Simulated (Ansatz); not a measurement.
**Be (Be (0001), 5 layers): how the settings move a single-point run**

Question: which choices in the input matter for Be (Be (0001), 5 layers)?

Computed with Ansatz 0.2.0 (reference: DFT, PBE, PAW with Ansatz's default frozen-core files, scalar-relativistic, unless a step's input says otherwise).

## (1) The structure to begin with

It takes space group P-6m2 (No. 187, hexagonal). The conventional cell has a = 2.261 Å, b = 2.261 Å, c = 23.138 Å, α = 90.00°, β = 90.00°, γ = 120.00°. Around Be (site symmetry 3m) lie 9 Be at 2.26 Å. Be (site symmetry 3m) has 12 Be at 2.23 to 2.26 Å as nearest neighbours. Be (site symmetry -6m2) is surrounded by 12 Be at 2.23 to 2.26 Å.

Coordinates:

```xyz
5
Lattice="2.2613 0.0000 0.0000 -1.1307 1.9583 0.0000 0.0000 0.0000 23.1380" Properties=species:S:1:pos:R:3 pbc="T T T"
Be    0.0000    0.0000    7.9143
Be    0.0000    1.3056    9.7614
Be    0.0000    0.0000   11.5690
Be    0.0000    1.3056   13.3766
Be    0.0000    0.0000   15.2237
```

## (2) Reference

Contents of input.yaml:

```yaml
crystal:
  lattice:
    - [2.2613065234, 0.0, 0.0]
    - [-1.1306532617, 1.958348895, 0.0]
    - [0.0, 0.0, 23.138]
  atoms:
    - { symbol: Be, position: [0.0, 0.0, 0.3420461775] }
    - { symbol: Be, position: [0.3333333333, 0.6666666667, 0.4218759128] }
    - { symbol: Be, position: [0.0, 0.0, 0.5000000565] }
    - { symbol: Be, position: [0.3333333333, 0.6666666667, 0.5781239784] }
    - { symbol: Be, position: [0.0, 0.0, 0.6579538746] }
  periodic: [true, true, false]
kpoints:
  mp_grid: { grid: [21, 21, 1] }
scf:
  occupations: { method: fermi_dirac, width: 0.05 }
hamiltonian:
  xc: pbe
  pseudopotentials: { kind: paw }
output:
  forces: true
  stress: true
  eigenvalues: true
```

Command:

```console
ansatz run input.yaml --threads 2 --pin off --max-ram 5120MiB --backend cpu --events-out ev --progress --plain --runs-dir out
```

## (3) Changing settings: n_extra_bands 2, mixing.algorithm anderson, mixing.beta 0.3

input.yaml, as its differences from that of step 2:

```diff
@@ -16,2 +16,4 @@
   occupations: { method: fermi_dirac, width: 0.05 }
+  n_extra_bands: 2
+  mixing: { algorithm: anderson, beta: 0.3 }
 hamiltonian:
@@ -23 +25,5 @@
   eigenvalues: true
+  write_density: true
+  write_potential: true
+  elf: true
+  volumetric_format: npy
```

What does the calculation give? Wanted: for each run, ending; energy change; gap; force.

As calculated:

```csv
run,ending,energy change,gap (eV),force (eV/Å),cycles,time
reference,converged,0,0.00,0.01,6,6 s
"1: n_extra_bands 2, mixing.algorithm anderson, mixing.beta 0.3",converged,0.0 meV/atom,0.00,0.01,8,7.3 s
```

Times don't compare one to one where runs were asked for different outputs or read a saved state (see the inputs); cycles may leave out searches for a lower state.

Residual by cycle in the longest SCF loop of each run; runs are numbered as in the table. The quantity is the density residual dr2, in eV.

```csv
cycle,reference,run 1
1,0.0592,0.0593
2,0.00499,0.0308
3,0.00111,0.00241
4,1.7e-5,1.8e-4
5,1.7e-7,6.4e-5
6,2.1e-9,1.1e-6
7,-,8.0e-7
8,-,8.5e-9
```

What this shows: The changed band count and mixing doesn't alter the result here (within 0.5 meV/atom).
